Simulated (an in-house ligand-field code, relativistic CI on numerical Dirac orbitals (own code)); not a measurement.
# d8 in a ligand field: terms against the cubic field

Which terms of d8 lie lowest for given Racah parameters and ligand field?

Program: an in-house ligand-field code version 1. Level of theory: parametric ligand-field model of a d^n configuration (Racah B and C, spin-orbit zeta, crystal field), exact diagonalisation. These are calculated values, not measurements, unless marked.

## (1) The atom as given

```
shell        : d8
set 1 (cm⁻¹) : B = 350, C = 1700, Oh, 10Dq = 11550
set 2 (cm⁻¹) : B = 350, C = 1700, Oh, 10Dq = 12250
set 3 (cm⁻¹) : B = 350, C = 1700, Oh, 10Dq = 12950
set 4 (cm⁻¹) : B = 350, C = 1700, Oh, 10Dq = 13650
set 5 (cm⁻¹) : B = 350, C = 1700, Oh, 10Dq = 14350
set 6 (cm⁻¹) : B = 350, C = 1700, Oh, 10Dq = 15050
set 7 (cm⁻¹) : B = 350, C = 1700, Oh, 10Dq = 15750
set 8 (cm⁻¹) : B = 350, C = 1700, Oh, 10Dq = 16450
```

## (2) Set 1

Settings, as recorded:

```ini
n = 8
racah_B = 350  # cm-1
racah_C = 1700  # cm-1
zeta = 0  # cm-1
symmetry = Oh
field = {"10Dq": 11550}  # cm-1
```

## (3) Set 2

Settings, as recorded:

```ini
n = 8
racah_B = 350  # cm-1
racah_C = 1700  # cm-1
zeta = 0  # cm-1
symmetry = Oh
field = {"10Dq": 12250}  # cm-1
```

## (4) Set 3

Settings, as recorded:

```ini
n = 8
racah_B = 350  # cm-1
racah_C = 1700  # cm-1
zeta = 0  # cm-1
symmetry = Oh
field = {"10Dq": 12950}  # cm-1
```

## (5) Set 4

Settings, as recorded:

```ini
n = 8
racah_B = 350  # cm-1
racah_C = 1700  # cm-1
zeta = 0  # cm-1
symmetry = Oh
field = {"10Dq": 13650}  # cm-1
```

## (6) Set 5

Settings, as recorded:

```ini
n = 8
racah_B = 350  # cm-1
racah_C = 1700  # cm-1
zeta = 0  # cm-1
symmetry = Oh
field = {"10Dq": 14350}  # cm-1
```

## (7) Set 6

Settings, as recorded:

```ini
n = 8
racah_B = 350  # cm-1
racah_C = 1700  # cm-1
zeta = 0  # cm-1
symmetry = Oh
field = {"10Dq": 15050}  # cm-1
```

## (8) Set 7

Settings, as recorded:

```ini
n = 8
racah_B = 350  # cm-1
racah_C = 1700  # cm-1
zeta = 0  # cm-1
symmetry = Oh
field = {"10Dq": 15750}  # cm-1
```

## (9) Set 8

Settings, as recorded:

```ini
n = 8
racah_B = 350  # cm-1
racah_C = 1700  # cm-1
zeta = 0  # cm-1
symmetry = Oh
field = {"10Dq": 16450}  # cm-1
```

(Steps that only read results are left out.)

Q: Predict the outcome of this session. Wanted: lowest terms.

The runs gave:

| set | 10Dq/B (size) | lowest | S | electrons in z² and x²-y² | first level of the same spin (cm⁻¹) |
| --- | --- | --- | --- | --- | --- |
| 1: Oh | 33.0 | 3A2 | 1.00 | 2.00 | 3T2 11550 |
| 2: Oh | 35.0 | 3A2 | 1.00 | 2.00 | 3T2 12250 |
| 3: Oh | 37.0 | 3A2 | 1.00 | 2.00 | 3T2 12950 |
| 4: Oh | 39.0 | 3A2 | 1.00 | 2.00 | 3T2 13650 |
| 5: Oh | 41.0 | 3A2 | 1.00 | 2.00 | 3T2 14350 |
| 6: Oh | 43.0 | 3A2 | 1.00 | 2.00 | 3T2 15050 |
| 7: Oh | 45.0 | 3A2 | 1.00 | 2.00 | 3T2 15750 |
| 8: Oh | 47.0 | 3A2 | 1.00 | 2.00 | 3T2 16450 |

```
    quantity                                                           value
lowest terms  1: 3A2, 2: 3A2, 3: 3A2, 4: 3A2, 5: 3A2, 6: 3A2, 7: 3A2, 8: 3A2
```

What this shows: The lowest term stays 3A2 over this range. B, C and the field are free parameters here, not those of a compound.
